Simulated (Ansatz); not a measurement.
# C2H4BrClSi: up Jacob's ladder to CCSD(T)

One table from this session's results is given with a row withheld; the runs are named, their logs left out.

The runs use Ansatz 0.2.0, Gaussian basis; functionals in def2-TZVPP, the program's frozen cores in correlated methods.

Plan: PBE-D4, r2SCAN-D4, PBE0-D4, B3LYP-D4, ωB97X-V, ωB97M-V, B2PLYP; CCSD(T)/def2-TZVPP; MP2/def2-QZVPP; extrapolation to the limit.

### Structure used throughout

An earlier PBE0-D4 in a triple-zeta def2 set relaxation fixed the geometry.

9 atoms, charge 0, spin multiplicity 1.

Atoms are counted from 1 here; the program's logs count them from 0.

Bond lengths: Cl1–Si2 2.033 Å, Si2–Br3 2.195 Å, Si2–C4 1.816 Å, Si2–C5 1.816 Å, C4–C5 1.584 Å, C4–H6 1.085 Å, C4–H7 1.086 Å, C5–H8 1.086 Å, C5–H9 1.085 Å. Angles: Cl1–Si2–Br3 111.1°, Cl1–Si2–C4 120.4°, Cl1–Si2–C5 120.4°, Br3–Si2–C4 120.8°, Br3–Si2–C5 120.8°, C4–Si2–C5 51.7°, Si2–C4–C5 64.1°, Si2–C4–H6 120.3°, Si2–C4–H7 119.9°, C5–C4–H6 115.5°, C5–C4–H7 115.5°, H6–C4–H7 112.7°, Si2–C5–C4 64.1°, Si2–C5–H8 120.0°, Si2–C5–H9 120.2°, C4–C5–H8 115.5°, C4–C5–H9 115.5°, H8–C5–H9 112.7°.

Set-up of the first run:

in.yaml

```yaml
crystal:
  periodic: [false, false, false]
  atoms:
    - {symbol: Cl, position_ang: [0.290040, -2.551147, -0.932856]}
    - {symbol: Si, position_ang: [0.554047, -0.826265, 0.110419]}
    - {symbol: Br, position_ang: [2.214718, -1.011881, 1.533693]}
    - {symbol: C, position_ang: [0.149040, 0.774866, -0.643911]}
    - {symbol: C, position_ang: [-0.857816, 0.259146, 0.464244]}
    - {symbol: H, position_ang: [0.717701, 1.661751, -0.383210]}
    - {symbol: H, position_ang: [-0.247475, 0.812598, -1.653793]}
    - {symbol: H, position_ang: [-1.848401, -0.006394, 0.108296]}
    - {symbol: H, position_ang: [-0.883253, 0.840927, 1.380118]}
basis:
  gaussian: {orbitals: def2-TZVPP}
hamiltonian: {xc: pbe, dispersion: d4}
output: {forces: true, orbitals: {seedname: orbitals}}
```

On the command line:

```console
ansatz run in.yaml --threads 4 --pin off --events-out ev --progress --plain --max-ram 10444MiB
```

Steps of the session up to this table: PBE-D4 (GGA); r2SCAN-D4 (meta-GGA); PBE0-D4 (hybrid); B3LYP-D4 (hybrid); ωB97X-V (range-separated); ωB97M-V (range-separated); B2PLYP (double hybrid); CCSD(T) in def2-TZVPP; MP2 in def2-QZVPP.

One table of the session follows, with a row left open; its other results are not shown here.

It belongs to the step «Atomisation energies». 

```
            method  atomisation energy (kJ/mol)
            PBE-D4                       3343.3
         r2SCAN-D4                       3300.6
           PBE0-D4                       3302.4
          B3LYP-D4                       3245.1
           ωB97X-V                       3284.1
           ωB97M-V                       3282.3
            B2PLYP                       3218.5
     HF/def2-TZVPP                       2409.0
    MP2/def2-TZVPP                            ?
   CCSD/def2-TZVPP                       3122.1
CCSD(T)/def2-TZVPP                       3178.8
           MP2/CBS                       3356.8
       CCSD(T)/CBS                       3275.8
```

**Question.** Estimate the row for MP2/def2-TZVPP.

**Answer.** atomisation energy (kJ/mol): 3259.9. In the column «atomisation energy (kJ/mol)» it lies between B3LYP-D4 (3245.1) and CCSD(T)/CBS (3275.8).
